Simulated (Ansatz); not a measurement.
# MoN2 (P4/mbm) in Ansatz: notebook

The runs below take MoN2 through relaxation of cell and atoms, with r2SCAN, PBE.

Program: Ansatz 0.2.0. These are calculated values, not measurements. Logs are shortened: lines on timing, memory, paths and dates and some standing lists are left out, and cuts for length are marked.

### Step 1. The crystal as given

Symmetry: P4/mbm, No. 127, tetragonal system. Conventional cell: a = 4.348 Å, b = 4.348 Å, c = 2.767 Å, α = 90.00°, β = 90.00°, γ = 90.00°. Mo (site symmetry 4/m) is surrounded by 8 N at 2.24 Å. Around N (site symmetry m2m) lie 1 N at 1.37 Å.

Measurements of this composition are mostly on another form, of space group No. 160.

### Step 2. Relaxation of cell and atoms, r2SCAN

Input file input.yaml:

```yaml
crystal:
  lattice:
    - [4.348053, 0.0, 0.0]
    - [0.0, 4.348053, 0.0]
    - [0.0, 0.0, 2.76746]
  atoms:
    - { symbol: Mo, position: [0.0, 0.0, 0.0] }
    - { symbol: Mo, position: [0.5, 0.5, 0.0] }
    - { symbol: "N", position: [0.611647, 0.888353, 0.5] }
    - { symbol: "N", position: [0.388353, 0.111647, 0.5] }
    - { symbol: "N", position: [0.111647, 0.611647, 0.5] }
    - { symbol: "N", position: [0.888353, 0.388353, 0.5] }
hamiltonian:
  xc: r2scan
  pseudopotentials: { kind: paw }
kpoints:
  mp_grid: { grid: [6, 6, 10] }
scf:
  occupations: { method: fermi_dirac, width: 0.05 }
output:
  forces: true
  stress: true
  eigenvalues: true
relax:
  f_tol: 0.01
  max_steps: 40
  cell: { stress_tol: 0.05 }
```

Potentials or basis: Ansatz PAW.

On the command line:

```console
> ansatz run input.yaml --threads 2 --pin off --max-ram 5632MiB --backend cpu --events-out ev --progress --plain --runs-dir out
```

What it wrote:

```text
Warning: RAYON_NUM_THREADS=2 ignored (pool sized by the plan → 2); use --threads N
Engine: ansatz 0.2.0, aarch64-unknown-linux-gnu
Pseudopotentials: kind: paw
Pseudopotential: Mo, paw, valence charge 14, recommended cutoff 500 eV (meta_gga), Mo.paw.azcp
Pseudopotential: N, paw, valence charge 5, recommended cutoff 500 eV (meta_gga), N.paw.azcp
Functional definition: r2SCAN
  parameter k0 = 0.174
  parameter k1 = 0.065
  parameter a1 = 4.9479
  exchange = r2scan_x(k0 = k0, k1 = k1, a1 = a1)
  correlation = r2scan_c
Crystal: 6 atoms, lattice volume = 52.320 Å³
Basis set: ecut = 500 eV, 1307 PW (Γ), exchange–correlation on 128×128×96 points (64 copies of the dense FFT grid, shifted against one another)
Bands: 30, of which v1, the nominal top of the filled ones, is band 24 counted from 1 (23 counted from 0)
Symmetry: 16 space group operations
Space group: P4/mbm (ITA 127), of the structure as read, at distance tolerance 3.7e-5 Å
k-points: 60 of 360
Non-local potential: Mo, projectors of the file, l = 0: 3, l = 1: 2, l = 2: 2, l = 3: 1
Non-local potential: N, projectors of the file, l = 0: 2, l = 1: 2, l = 2: 1
PAW form: soft (Blöchl's): semilocal exchange-correlation on the pseudo side does not see the compensation charge
PAW frozen core: Mo, regenerated for the run's functional (the file was generated under x = pbe(κ = 0.804, μ = 0.2195149727645171), c = pbe(β = 0.06672455060314922))
PAW frozen core: N, regenerated for the run's functional (the file was generated under x = pbe(κ = 0.804, μ = 0.2195149727645171), c = pbe(β = 0.06672455060314922))
PAW one-centre angular grid: Mo, 590 points (default); XC on 160 Gauss nodes
PAW one-centre angular grid: N, 302 points (default); XC on 160 Gauss nodes
Initial density: superposition of atomic densities (neutral atoms: chi_scale 0, normalization atom), corrected by the library's trained network
Initial wavefunctions: pseudopotential atomic-orbital guess
Functional: x = r2scan, c = r2scan; τ floored in thin density (d = 2e-4 eV/Å³)
SCF iter   1: F=—  HF=-11474.190406 eV  |F-HF|=—  |Δ(HF+E_count)|=         —  Δρ=2.86e-2  dr2=5.80e-1  dr2_τ=6.43e-1  ethr=1.77e-3  ⟨swp⟩=6.1  Hψ=7449  notcnv=0
preconditioner: auto → Kerker (q_TF=auto, 2.689 Å⁻¹)  [metal: Δε(μ)=0.041 eV  Ē_g=10.690 eV  σ=0.050 eV  W_gap=0.19  n_scr=10 (ndim 8)  ℏωp=29.0 eV  f_vac=0.000  D(μ)=2.33/eV (n_scr^D=18)]
SCF iter   2: F=—  HF=-11474.266636 eV  |F-HF|=—  |Δ(HF+E_count)|=   7.62e-2  Δρ=1.01e-2  dr2=2.07e-2  dr2_τ=2.22e-2  ethr=1.21e-3  ⟨swp⟩=2.8  Hψ=3414  notcnv=0  defer=44
SCF iter   3: F=—  HF=-11474.270911 eV  |F-HF|=—  |Δ(HF+E_count)|=   4.27e-3  Δρ=5.42e-3  dr2=6.07e-3  dr2_τ=4.63e-4  ethr=4.31e-5  ⟨swp⟩=1.8  Hψ=2619  notcnv=0  defer=44
SCF iter   4: F=—  HF=-11474.272926 eV  |F-HF|=—  |Δ(HF+E_count)|=   2.02e-3  Δρ=7.29e-4  dr2=2.05e-4  dr2_τ=4.12e-5  ethr=1.27e-5  ⟨swp⟩=2.1  Hψ=2956  notcnv=0  defer=44
SCF iter   5: F=—  HF=-11474.273084 eV  |F-HF|=—  |Δ(HF+E_count)|=   1.58e-4  Δρ=1.81e-4  dr2=1.36e-5  dr2_τ=1.59e-6  ethr=4.27e-7  ⟨swp⟩=2.2  Hψ=2649  notcnv=0  defer=44
SCF iter   6: F=—  HF=-11474.273095 eV  |F-HF|=—  |Δ(HF+E_count)|=   1.10e-5  Δρ=3.66e-5  dr2=4.56e-7  dr2_τ=3.40e-8  ethr=2.83e-8  ⟨swp⟩=2.2  Hψ=3049  notcnv=0  defer=44
SCF iter   7: F=-11474.273095 eV  HF=-11474.273095 eV  |F-HF|=6.24e-9  |Δ(HF+E_count)|=   5.58e-7  Δρ=6.81e-6  dr2=2.18e-8  dr2_τ=1.65e-9  ethr=2.08e-10  ⟨swp⟩=7.8  Hψ=8345  notcnv=0
SCF 1 converged in 7 iterations: F = -11474.273095 eV  dr2 = 2.18e-8
[... 63 lines left out ...]
SCF converged after 5 iterations
Free energy (F): -11474.304568 eV
Harris-Foulkes:  -11474.304568 eV  (|F-HF|=1.82e-12)
Internal energy: -11474.286570 eV  (E = F + TS)
E sigma→0 (E₀):  -11474.295569 eV
Entropy (-TS):   -0.017998 eV (-3.000 meV/atom)
Fermi energy:    19.300872 eV
--- Per-component energies (eV) ---
  E_band       = -39.802376
  E_kinetic    = 1411.271928
  E_local      = -1986.269686  (includes V_loc(G=0)·N_el)
  E_nonlocal   = 464.585794
  E_hartree    = 617.023757
  E_xc         = -596.526471
  E_vxc        = -851.013946  (∫ρ·V_xc dr)
  E_paw        = -6948.178871  (= ΣΔE_a)
  E_vpaw       = -365.006536  (= ΣTr[D̂ρ^β])
  E_aug_tail   = 0.000088  (compensation charges beyond the density's cutoff)
  E_vtau       = 52.582611  (kinetic-family band-sum trace: ∫τ·v_τ [+ j·A + Jᵃ·Aᵃ] dr)
  E_ewald      = -4435.632444
  E_core_change = -0.560666  (= ΣΔE_core)
  E_smearing   = -0.017998  (= −TS)
  E_closure    = 0.000000  (closes the sum)
  Σ components = -11474.304568   (vs F -11474.304568, Δ=0.00e0)
--- Forces (eV/Å), atoms counted from 1 ---
  atom   1  Mo    -0.00000000    -0.00000000     0.00000000
  atom   2  Mo     0.00000000     0.00000000    -0.00000000
  atom   3  N     -0.00190050     0.00190050     0.00000000
  atom   4  N      0.00190050    -0.00190050     0.00000000
  atom   5  N     -0.00190050    -0.00190050     0.00000000
  atom   6  N      0.00190050     0.00190050    -0.00000000
  max |Σ_I F_I| component: 1.04e-17 eV/Å
--- Stress (GPa, compression-positive) ---
       -0.002301      -0.000000       0.000000
       -0.000000      -0.002301       0.000000
        0.000000       0.000000       0.002727
  P = ⅓ Tr σ = -0.0006 GPa (-0.006 kbar)
--- Band table (eV; the first three rows and the last of 60) ---
  k-point 0: bands = ["-44.7509", "-44.6818", "-18.2118", "-18.2118", "-17.8381", "-17.8381", "-17.7852", "-17.7104", "-3.3578", "-1.9660", "6.2275", "6.2275", "10.3383", "10.7314", "12.0950", "12.9250", "12.9250", "14.2386", "15.1406", "15.2137", "16.1207", "16.1207", "16.8366", "17.4642", "20.0464", "20.0464", "20.3396", "21.0791", "21.7559", "25.3284"]
  k-point 1: bands = ["-44.7392", "-44.6706", "-18.1947", "-18.1947", "-17.8968", "-17.8257", "-17.8257", "-17.8097", "-3.2389", "-1.8895", "6.1071", "6.1071", "10.4427", "10.8931", "12.4722", "12.6821", "12.6821", "13.1979", "14.3407", "16.1918", "16.1918", "16.1973", "16.9833", "17.8161", "20.3058", "20.3058", "20.4616", "21.1087", "21.8820", "25.0100"]
  k-point 2: bands = ["-44.7084", "-44.6411", "-18.1811", "-18.1495", "-18.1495", "-18.0641", "-17.7932", "-17.7932", "-2.9212", "-1.6793", "5.7967", "5.7967", "10.6819", "11.0692", "12.0088", "12.1143", "12.1143", "13.0208", "13.4948", "16.3897", "16.3897", "17.4186", "17.6251", "17.8773", "20.8195", "20.9648", "20.9648", "21.1858", "22.3031", "24.1495"]
  k-point 59: bands = ["-44.5945", "-44.5945", "-18.7781", "-18.7781", "-18.0826", "-18.0826", "-17.6722", "-17.6722", "-2.0382", "-2.0382", "6.5433", "6.5433", "10.9898", "10.9898", "11.3562", "11.3562", "13.3592", "13.3592", "13.6353", "13.6353", "13.8441", "13.8441", "17.8677", "17.8677", "21.8712", "21.8712", "22.9301", "22.9301", "23.7569", "23.7569"]
--- Relaxed structure (5 steps of the walk, 5 accepted, 1 SCFs on fresh bases) ---
  F+E_penalty+E_count = -11474.30456757 eV   max|allowed force component| = 1.901e-3 eV/Å   (the final SCF, on the basis selected at the relaxed cell)
  cell:  # Å, volume = 51.1026 Å³
    - [4.3176126960332555, 8.745910174567203e-37, 0.0]
    - [8.745910174567203e-37, 4.3176126960332555, 0.0]
    - [0.0, 0.0, 2.7412920722523832]
  atoms:
    - { symbol: Mo, position: [9.039063864354803e-20, 1.0389728579716303e-21, 0.0] }
    - { symbol: Mo, position: [0.49999999999999994, 0.49999999999999994, 0.0] }
    - { symbol: N, position: [0.6122460820574275, 0.8877539179425723, 0.5] }
    - { symbol: N, position: [0.38775391794257247, 0.11224608205742748, 0.5] }
    - { symbol: N, position: [0.11224608205742748, 0.6122460820574275, 0.5] }
    - { symbol: N, position: [0.8877539179425723, 0.38775391794257247, 0.5] }
```

Wall time 31 s (2 threads of Arm Neoverse V2, shared host); peak memory 0.5 GiB.

What came out:

```yaml
Free_energy: -11474.3046 eV
Relaxed_volume: 8.52 Å³/atom
Relaxed_cell: a = 4.318 Å, b = 4.318 Å, c = 2.741 Å, α = 90.00°, β = 90.00°, γ = 90.00°
Space_group_after_relaxing_to_0.05_Å: P4/mbm (No. 127)
Energy_gained_by_relaxing: 5.2 meV/atom
Ionic_steps: 6
Pressure_after_relaxing: 0.0 GPa
Band_gap_on_the_k_mesh: none (metal or under the smearing width)
```

Forces on the atoms (eV/Å):
```
Mo   0.000  0.000  0.000
Mo   0.000  0.000  0.000
N   -0.002  0.002  0.000
N    0.002 -0.002  0.000
N   -0.002 -0.002  0.000
N    0.002  0.002  0.000
```

The path:
```
step  energy change (eV)  largest force (eV/Å)  volume (Å³)
   1              0.0000                0.0187        52.32
   2             -0.0308                0.0476        50.93
   3             -0.0318                0.0033        51.07
   4             -0.0323                0.0153        51.11
   5             -0.0323                0.0027        51.10
   6             -0.0315                0.0027        51.10
```

Final structure:
```yaml
crystal:
  lattice:
    - [4.31761, 0.00000, 0.00000]
    - [0.00000, 4.31761, 0.00000]
    - [0.00000, 0.00000, 2.74129]
  atoms:
    - { symbol: Mo, position: [0.00000, 0.00000, 0.00000] }
    - { symbol: Mo, position: [0.50000, 0.50000, 0.00000] }
    - { symbol: N, position: [0.61225, 0.88775, 0.50000] }
    - { symbol: N, position: [0.38775, 0.11225, 0.50000] }
    - { symbol: N, position: [0.11225, 0.61225, 0.50000] }
    - { symbol: N, position: [0.88775, 0.38775, 0.50000] }
```

Levels at points of the mesh, in eV from the Fermi level:
| k point | band 20 | band 21 | band 22 | band 23 | band 24 | band 25 | band 26 | band 27 | band 28 | band 29 |
| --- | --- | --- | --- | --- | --- | --- | --- | --- | --- | --- |
| (0.00, 0.00, 0.00) | -4.09 | -3.18 | -3.18 | -2.46 | -1.84 | 0.75 | 0.75 | 1.04 | 1.78 | 2.46 |
| (0.00, 0.00, -0.50) | -2.86 | -2.16 | -2.16 | 0.78 | 1.06 | 2.23 | 2.32 | 2.60 | 2.60 | 2.99 |
| (0.00, -0.50, 0.00) | -4.49 | -2.11 | -2.11 | -1.25 | -1.25 | -0.42 | -0.42 | 2.41 | 2.41 | 3.60 |
| (0.00, -0.50, -0.50) | -4.46 | -2.69 | -2.69 | -1.13 | -1.13 | 2.61 | 2.61 | 3.30 | 3.30 | 3.78 |
| (-0.50, -0.50, 0.00) | -3.95 | -0.92 | -0.92 | 0.51 | 0.51 | 0.51 | 0.51 | 1.15 | 1.15 | 3.07 |
| (-0.50, -0.50, -0.50) | -5.67 | -5.46 | -5.46 | -1.43 | -1.43 | 2.57 | 2.57 | 3.63 | 3.63 | 4.46 |

Caveat: the plane-wave basis is chosen anew once the cell has moved, so the energies of steps on either side of that aren't comparable; the PAW data sets come from PBE, with cores solved anew for the run's functional, which leaves a small shift of forces and pressure.

### Step 3. Relaxation of cell and atoms, PBE

input.yaml: that of step 2 with these lines changed.

```diff
@@ -13,3 +13,3 @@
 hamiltonian:
-  xc: r2scan
+  xc: pbe
   pseudopotentials: { kind: paw }
```

Potentials or basis: Ansatz PAW.

On the command line:

```console
> ansatz run input.yaml --threads 2 --pin off --max-ram 5632MiB --backend cpu --events-out ev --progress --plain --runs-dir out
```

It took 19 s on 2 threads of Arm Neoverse V2, shared host; peak memory 0.38 GiB.

The run converged. Its results:

| Quantity | Value |
| --- | --- |
| Free energy | -11447.3859 eV |
| Relaxed volume | 8.61 Å³/atom |
| Relaxed cell | a = 4.333 Å, b = 4.333 Å, c = 2.753 Å, α = 90.00°, β = 90.00°, γ = 90.00° |
| Space group after relaxing (to 0.05 Å) | P4/mbm (No. 127) |
| Energy gained by relaxing | 1.4 meV/atom |
| Ionic steps | 8 |
| Pressure after relaxing | 0.0 GPa |
| Band gap on the k mesh | none (metal or under the smearing width) |

The path:
```
step  energy change (eV)  largest force (eV/Å)  volume (Å³)
   1              0.0000                0.0713        52.32
   2             -0.0104                0.0733        51.63
   3             -0.0108                0.0315        51.67
   4             -0.0108                0.0327        51.70
   5             -0.0109                0.0004        51.70
   6             -0.0083                0.0003        51.70
   7             -0.0083                0.0000        51.69
   8             -0.0083                0.0000        51.69
```

Final structure:
```
Mo N
1.0
     4.33337    0.00000    0.00000
     0.00000    4.33337    0.00000
     0.00000    0.00000    2.75259
Mo N
2 4
Direct
  0.00000 0.00000 0.00000
  0.50000 0.50000 0.00000
  0.61213 0.88787 0.50000
  0.38787 0.11213 0.50000
  0.11213 0.61213 0.50000
  0.88787 0.38787 0.50000
```

Levels at points of the mesh, in eV from the Fermi level:
```csv
k point,band 20,band 21,band 22,band 23,band 24,band 25,band 26,band 27,band 28,band 29
"(0.00, 0.00, 0.00)",-3.89,-3.04,-3.04,-2.32,-1.79,0.60,0.60,0.99,1.71,2.18
"(0.00, 0.00, -0.50)",-2.74,-2.05,-2.05,0.73,1.05,2.09,2.21,2.37,2.37,2.89
"(0.00, -0.50, 0.00)",-4.30,-2.02,-2.02,-1.19,-1.19,-0.42,-0.42,2.19,2.19,3.29
"(0.00, -0.50, -0.50)",-4.29,-2.54,-2.54,-1.06,-1.06,2.48,2.48,3.03,3.03,3.47
"(-0.50, -0.50, 0.00)",-3.80,-0.86,-0.86,0.50,0.50,0.51,0.51,1.00,1.00,2.80
"(-0.50, -0.50, -0.50)",-5.33,-5.20,-5.20,-1.36,-1.36,2.42,2.42,3.35,3.35,4.14
```

Caveat: the plane-wave basis is chosen anew once the cell has moved, so the energies of steps on either side of that aren't comparable; the pressure holds a Pulay correction of +0.7 GPa for the finite cutoff.
